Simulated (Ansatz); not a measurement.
# CO on Mo (110)

The task here is to estimate one member of a computed series from the others.

Method: DFT PBE, scalar-relativistic, plane waves, PAW, in Ansatz 0.2.0.

1 further run of the same task is left out (set aside as unsound or not needed).

### The structure to begin with

It takes space group Im-3m (No. 229, cubic). Conventional cell: a = 3.160 Å, b = 3.160 Å, c = 3.160 Å, α = 90.00°, β = 90.00°, γ = 90.00°. Mo (site symmetry m-3m) has 8 Mo at 2.74 Å as nearest neighbours.

Coordinates:

```cif
data_structure
_symmetry_space_group_name_H-M 'P 1'
_symmetry_Int_Tables_number 1
_cell_length_a 2.7370
_cell_length_b 2.7370
_cell_length_c 2.7370
_cell_angle_alpha 109.471
_cell_angle_beta 109.471
_cell_angle_gamma 109.471
_cell_volume 15.78
loop_
_atom_site_label
_atom_site_type_symbol
_atom_site_fract_x
_atom_site_fract_y
_atom_site_fract_z
_atom_site_occupancy
Mo1 Mo 0.00000 0.00000 0.00000 1
```

This cell was relaxed beforehand with the same method: volume 15.78 Å³/atom, gap on the mesh none (metal).

A (110) slab, 6.7 Å thick as cut, with 17 Å of vacuum, in a 2×2 surface cell; its outer planes are Mo (top) and Mo (bottom).

The slab as cut. Its planes from the bottom up:

| plane | atoms per cell | height over the lowest (Å) |
| --- | --- | --- |
| 1 | Mo4 | 0.00 |
| 2 | Mo4 | 2.23 |
| 3 | Mo4 | 4.47 |
| 4 | Mo4 | 6.70 |

The first run:

Planes are indexed in the bulk's conventional cell (Im-3m (No. 229)), a = 3.160 Å, b = 3.160 Å, c = 3.160 Å, α = 90.00°, β = 90.00°, γ = 90.00°.

The input, input.yaml:

```yaml
crystal:
  lattice:
    - [5.4740450137, 0.0, 0.0]
    - [-1.8246816712, 5.1609791329, 0.0]
    - [0.0, 0.0, 23.7043085563]
  atoms:
    - { symbol: Mo, position: [0.25, 0.25, 0.3585845999] }
    - { symbol: Mo, position: [0.25, 0.75, 0.3585845999] }
    - { symbol: Mo, position: [0.75, 0.25, 0.3585845999] }
    - { symbol: Mo, position: [0.75, 0.75, 0.3585845999] }
    - { symbol: Mo, position: [0.5, 0.5, 0.4528615333] }
    - { symbol: Mo, position: [0.5, 0.0, 0.4528615333] }
    - { symbol: Mo, position: [0.0, 0.5, 0.4528615333] }
    - { symbol: Mo, position: [0.0, 0.0, 0.4528615333] }
    - { symbol: Mo, position: [0.75, 0.75, 0.5471384667] }
    - { symbol: Mo, position: [0.75, 0.25, 0.5471384667] }
    - { symbol: Mo, position: [0.25, 0.75, 0.5471384667] }
    - { symbol: Mo, position: [0.25, 0.25, 0.5471384667] }
    - { symbol: Mo, position: [0.0, 0.0, 0.6414154001] }
    - { symbol: Mo, position: [0.0, 0.5, 0.6414154001] }
    - { symbol: Mo, position: [0.5, 0.0, 0.6414154001] }
    - { symbol: Mo, position: [0.5, 0.5, 0.6414154001] }
basis:
  ecutwfc: 420
kpoints:
  mp_grid: { grid: [6, 6, 1] }
hamiltonian:
  xc: pbe
scf:
  occupations: { method: gaussian, width: 0.1 }
output:
  forces: true
  eigenvalues: true
  write_density: true
  write_potential: true
  elf: true
  volumetric_format: npy
relax:
  adjacent_minimum: "off"
  f_tol: 0.03
  max_steps: 70
  constraints: [{ sites: [0, 1, 2, 3, 4, 5, 6, 7] }]
efield:
  axis: 3
  dipole_correction: true
```

Started as:

```
> ansatz run input.yaml --threads 4 --pin off --max-ram 10240MiB --backend cpu --events-out ev --progress --plain --runs-dir out
```

Among the steps run: The clean surface, relaxed; CO put at a top (Mo) site; CO put at a hollow (nearest Mo) site; CO at the bridge (Mo-Mo) site; CO at the hollow over Mo site.

One table of the session follows, with a row left open; its other results are not shown here.

It belongs to the step «Adsorption of CO: the sites compared». 

```
                              start  E_ads (eV)  height (Å)  Δφ, top (eV)  Δ dipole (e·Å)
           top (Mo) at (0.50, 0.00)       -1.69        2.03         +0.80          -0.137
hollow (nearest Mo) at (0.83, 0.17)           ?           ?             ?               ?
     bridge (Mo-Mo) at (0.00, 0.25)       -1.49        1.70         +0.98          -0.161
     hollow over Mo at (0.75, 0.75)       -1.65        1.42         +1.20          -0.192
```

**Question.** Estimate the row for hollow (nearest Mo) at (0.83, 0.17).

The run gave: E_ads (eV): -1.79; height (Å): 1.66; Δφ, top (eV): +0.87; Δ dipole (e·Å): -0.145. In the column «E_ads (eV)» it is the lowest.

Limits of these values: A start on a symmetric site keeps its symmetry, so an end may be a saddle point and not a minimum. The final runs have no spin polarisation, so no magnetic state was tried and one may lie lower. Warnings in the runs' records: xc potential rough in thin density.
